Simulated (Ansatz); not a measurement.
# Cl3HSi: the cost of one run

Method: PBE0-D4/def2-TZVP structures, single points in def2-TZVPP, no counterpoise correction; program: Ansatz 0.2.0, Gaussian basis.

Levels: SPW92, PBE-D4, BLYP-D4, r2SCAN-D4, B97M-V, PBE0-D4, B3LYP-D4, r2SCAN0-D4, BHLYP-D4, CAM-B3LYP-D4, wB97X-V, wB97M-V, B2PLYP, PBE-QIDH, RPA on PBE, Hartree-Fock, MP2, CCSD, CCSD(T).

Correlated methods freeze the cores. B3LYP uses VWN-RPA correlation. B2PLYP carries no dispersion term here.

97 further runs of the same task are left out: 3 that didn't finish, 94 set aside as unsound or not needed.

## 1. The system as given

The complex: 13 atoms, charge 0, spin multiplicity 1.

Atoms are counted from 1 here; the program's logs count them from 0.

Bond lengths: Si1–H2 1.467 Å, Si1–Cl3 2.031 Å, Si1–Cl4 2.027 Å, Si1–Cl5 2.038 Å, Si6–C7 1.826 Å, Si6–F8 1.579 Å, Si6–F9 1.580 Å, Si6–F10 1.582 Å, C7–H11 1.091 Å, C7–H12 1.092 Å, C7–H13 1.092 Å. Angles: H2–Si1–Cl3 109.5°, H2–Si1–Cl4 110.4°, H2–Si1–Cl5 109.6°, Cl3–Si1–Cl4 109.4°, Cl3–Si1–Cl5 108.6°, Cl4–Si1–Cl5 109.3°, C7–Si6–F8 111.8°, C7–Si6–F9 112.4°, C7–Si6–F10 112.0°, F8–Si6–F9 106.9°, F8–Si6–F10 106.8°, F9–Si6–F10 106.5°, Si6–C7–H11 110.3°, Si6–C7–H12 110.5°, Si6–C7–H13 110.4°, H11–C7–H12 108.6°, H11–C7–H13 108.5°, H12–C7–H13 108.4°.

As a file:

```xyz
13
CH4Cl3F3Si2
Si   -1.3773   -0.6481   -2.3397
H    -0.5448   -1.7354   -1.8146
Cl   -1.5722   -0.8558   -4.3509
Cl   -3.2121   -0.6835   -1.4791
Cl   -0.4863    1.1441   -1.9550
Si    0.8379   -0.4620    1.3052
C     0.9753    1.3121    1.7142
F     1.2856   -1.3788    2.5099
F     1.7302   -0.8635    0.0651
F    -0.6459   -0.8749    0.9444
H     0.6519    1.9223    0.8693
H     2.0084    1.5700    1.9552
H     0.3495    1.5533    2.5758
```

Its parts: SiHCl₃ holds atoms 1, 2, 3, 4, 5; CH₃F₃Si holds atoms 6, 7, 8, 9, 10, 11, 12, 13. Each part counts its atoms afresh in its own runs.

## 2. Relaxing SiHCl₃ alone

The input, relax-a/in.yaml:

```yaml
crystal:
  periodic: [false, false, false]
  atoms:
    - {symbol: Si, position_ang: [-1.377292, -0.648075, -2.339656]}
    - {symbol: H, position_ang: [-0.544755, -1.735399, -1.814647]}
    - {symbol: Cl, position_ang: [-1.572207, -0.855775, -4.350881]}
    - {symbol: Cl, position_ang: [-3.212141, -0.683505, -1.479089]}
    - {symbol: Cl, position_ang: [-0.486284, 1.144115, -1.955008]}
basis:
  gaussian: {orbitals: def2-TZVP}
hamiltonian: {xc: pbe0, dispersion: d4}
relax: {f_tol: 0.005, max_steps: 200}
```

Started as:

```bash
$ ansatz run in.yaml --threads 2 --pin off --events-out ev --progress --plain --max-ram 32768MiB --backend cpu
```

**Question.** How long does this run take on 2 threads of AMD EPYC 7R13, shared host?

About 16 s.
